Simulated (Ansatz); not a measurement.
# SnSe2: the cost of one run

Program: Ansatz 0.2.0. Level of theory: DFT r2SCAN, scalar-relativistic, plane waves, PAW. These are calculated values, not measurements.

**1. Starting point**

Symmetry: P-3m1, No. 164, trigonal system. Conventional cell: a = 3.841 Å, b = 3.841 Å, c = 6.526 Å, α = 90.00°, β = 90.00°, γ = 120.00°. Around Sn (site symmetry -3m) lie 6 Se at 2.72 Å. Around Se (site symmetry 3m) lie 3 Sn at 2.72 Å.

Coordinates:

```cif
data_structure
_symmetry_space_group_name_H-M 'P-3m1'
_symmetry_Int_Tables_number 164
_cell_length_a 3.8407
_cell_length_b 3.8407
_cell_length_c 6.5263
_cell_angle_alpha 90.000
_cell_angle_beta 90.000
_cell_angle_gamma 120.000
_cell_volume 83.37
loop_
_atom_site_label
_atom_site_type_symbol
_atom_site_symmetry_multiplicity
_atom_site_Wyckoff_symbol
_atom_site_fract_x
_atom_site_fract_y
_atom_site_fract_z
_atom_site_occupancy
Sn1 Sn 1 a 0.00000 0.00000 0.00000 1
Se1 Se 2 d 0.33333 0.66667 0.24115 1
```

This cell was relaxed beforehand with the same method: volume 27.79 Å³/atom, gap on the mesh 1.09 eV.

**2. Point at V/V0 = 0.97**

Contents of input.yaml:

```yaml
crystal:
  lattice:
    - [3.8019308048, 0.0, 0.0]
    - [-1.9009654024, 3.2925686604, 0.0]
    - [0.0, 0.0, 6.460418712]
  atoms:
    - { symbol: Sn, position: [0.0, 0.0, 0.0] }
    - { symbol: Se, position: [0.3333333333, 0.6666666667, 0.241146947] }
    - { symbol: Se, position: [0.6666666667, 0.3333333333, 0.758853053] }
basis:
  ecutwfc: 500
kpoints:
  mp_grid: { grid: [9, 9, 4] }
hamiltonian:
  xc: r2scan
scf:
  occupations: { method: gaussian, width: 0.02 }
output:
  forces: true
  stress: true
  eigenvalues: true
relax:
  adjacent_minimum: "off"
  f_tol: 0.01
  max_steps: 30
  cell: { stress_tol: 0.1, fix: [volume] }
```

Started as:

```console
$ ansatz run input.yaml --threads 2 --pin off --max-ram 5120MiB --backend cpu --events-out ev --progress --plain --runs-dir out
```

What time and memory should one allow on 2 threads of Arm Neoverse V1, shared host?

About 35 s, with a peak of 0.62 GiB.
